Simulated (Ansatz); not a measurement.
# AlGaHO+ (quintet): the correlation ladder, cc-pVDZ

The task here is to estimate one member of a computed series from the others.

Method: cc-pVDZ, core rule «outside noble gas», up to 20 orbitals frozen; program: Ansatz 0.2.0, Gaussian basis.

To be run: UHF; CCSD(T) on ROHF; CCSD(T) on UHF; BCCD(T) on ROHF; CISD; CCSDT(Q) on ROHF; CCSDT(Q) on UHF; CASSCF and NEVPT2, 12 electrons in 11 orbitals.

29 further runs of the same task are left out: 15 that didn't finish, 14 set aside as unsound or not needed.

## The geometry

The geometry is a PBE0/def2-TZVP stationary point (not a proven minimum) of the parent state, kept for this charge and spin. No spin-orbit coupling is included. The filled d shell of Ga may be among the frozen orbitals whatever the setting's name suggests; the logs give the count.

4 atoms, charge 1, spin multiplicity 5.

Atoms are counted from 1 here; the program's logs count them from 0.

Bond lengths: Al1–Ga2 2.296 Å, Ga2–O3 1.723 Å, O3–H4 0.948 Å. Angles: Al1–Ga2–O3 180.0°, Ga2–O3–H4 180.0°.

The first run:

Input file in.yaml:

```yaml
crystal:
  periodic: [false, false, false]
  atoms:
    - {symbol: Al, position_ang: [0.000000, 0.000000, -2.820900]}
    - {symbol: Ga, position_ang: [0.000000, 0.000000, -0.524600]}
    - {symbol: O, position_ang: [0.000000, 0.000000, 1.198800]}
    - {symbol: H, position_ang: [0.000000, 0.000000, 2.146700]}
basis:
  gaussian: {orbitals: cc-pVDZ}
total_charge: 1
magnetization: {spin_polarized: true, initial_magnetization: 4}
hamiltonian: {xc: hf}
output: {orbitals: {seedname: orbitals}}
```

Command:

```
$ ansatz run in.yaml --threads 1 --pin off --events-out ev --progress --plain --max-ram 2393MiB
```

Steps of the session up to this table: UHF; CCSD(T) on ROHF; CCSD(T) on UHF; BCCD(T) on ROHF; CISD; CCSDT(Q) on ROHF; CCSDT(Q) on UHF; CASSCF and NEVPT2, 12 electrons in 11 orbitals.

One of the session's tables, all rows but one given; the rest of the session is left out.

It belongs to the step «Misses and costs». 

```
   method  from UCCSDT(Q) (meV)
     ROHF               +6867.5
      UHF               +6649.2
     RMP2               +1042.1
     UMP2               +1058.2
    RCCSD                +234.6
    UCCSD                +224.0
 RCCSD(T)                 +59.7
 UCCSD(T)                 +53.5
  BCCD(T)                     ?
   RCCSDT                 +21.3
   UCCSDT                 +13.9
RCCSDT(Q)                  +7.5
UCCSDT(Q)                     0
```

**Question.** Estimate the row for BCCD(T).

**Answer.** from UCCSDT(Q) (meV): +61.0. In the column «from UCCSDT(Q) (meV)» it lies between RCCSD(T) (+59.7) and UCCSD (+224.0).

Not comparable, so not listed: CISD (they don't share determinant, frozen orbitals or solution with the rows shown, or repeat one).

Limits of these values: Left out of the table: CASSCF frontier, NEVPT2 frontier (the active space lost an orbital or holds another state than full CI finds). Restricted and unrestricted rows rest on different reference determinants; where their highest levels disagree by more than a few hundredths of an eV, they describe different states and don't form one ladder. Warnings in the runs' records: passed over end.
